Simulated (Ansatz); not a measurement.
**Y: properties at the relaxed cell**

This session takes Y and sets out to relax it again with other functionals.

Program: Ansatz 0.2.0. Level of theory: DFT PBE, scalar-relativistic, plane waves, PAW, unless a step's input says otherwise. These are calculated values, not measurements.

1 further run of the same task is left out (set aside as unsound or not needed).

## (1) The system as given

It takes space group P6_3/mmc (No. 194, hexagonal). The conventional cell has a = 3.657 Å, b = 3.657 Å, c = 5.674 Å, α = 90.00°, β = 90.00°, γ = 120.00°. Y (site symmetry -6m2) has 12 Y at 3.54 to 3.66 Å as nearest neighbours.

As a file:

```cif
data_structure
_symmetry_space_group_name_H-M 'P 1'
_symmetry_Int_Tables_number 1
_cell_length_a 3.6571
_cell_length_b 3.6571
_cell_length_c 5.6741
_cell_angle_alpha 90.000
_cell_angle_beta 90.000
_cell_angle_gamma 120.000
_cell_volume 65.72
loop_
_atom_site_label
_atom_site_type_symbol
_atom_site_fract_x
_atom_site_fract_y
_atom_site_fract_z
_atom_site_occupancy
Y1 Y 0.33333 0.66667 0.25000 1
Y2 Y 0.66667 0.33333 0.75000 1
```

This cell was relaxed beforehand with the same method: volume 32.86 Å³/atom, gap on the mesh none (metal).

## (2) The cell under PBEsol

input.yaml

```yaml
crystal:
  lattice:
    - [3.6571046552, 0.0, 0.0]
    - [-1.8285523276, 3.1671455357, 0.0]
    - [0.0, 0.0, 5.6740659744]
  atoms:
    - { symbol: "Y", position: [0.3333333333, 0.6666666667, 0.25] }
    - { symbol: "Y", position: [0.6666666667, 0.3333333333, 0.75] }
basis:
  ecutwfc: 420
kpoints:
  mp_grid: { grid: [15, 15, 8] }
hamiltonian:
  xc: pbesol
scf:
  occupations: { method: gaussian, width: 0.1 }
output:
  forces: true
  stress: true
  eigenvalues: true
relax:
  adjacent_minimum: "off"
  f_tol: 0.005
  max_steps: 50
  cell: { stress_tol: 0.05 }
```

On the command line:

```console
$ ansatz run input.yaml --threads 1 --pin off --max-ram 2560MiB --backend cpu --events-out ev --progress --plain --runs-dir out
```

## (3) Relaxing with PBE+D3(BJ)

Changes to input.yaml since step 2:

```diff
@@ -13,3 +13,4 @@
 hamiltonian:
-  xc: pbesol
+  xc: pbe
+  dispersion: d3bj
 scf:
```

## (4) The cell under LDA

Changes to input.yaml since step 3:

```diff
@@ -13,4 +13,3 @@
 hamiltonian:
-  xc: pbe
-  dispersion: d3bj
+  xc: lda
 scf:
```

## (5) The cell under r2SCAN

Changes to input.yaml since step 4:

```diff
@@ -9,3 +9,3 @@
 basis:
-  ecutwfc: 420
+  ecutwfc: 500
 kpoints:
@@ -13,3 +13,3 @@
 hamiltonian:
-  xc: lda
+  xc: r2scan
 scf:
```

(Steps that only read results are left out.)

Before running it: what results should come out?

As calculated:

The volumes rise in the order LDA, PBEsol, PBE+D3(BJ), PBE, r2SCAN, over 11.7 %. PBE comes nearest to the reported cell (-0.5 %), which holds thermal expansion that these runs lack.
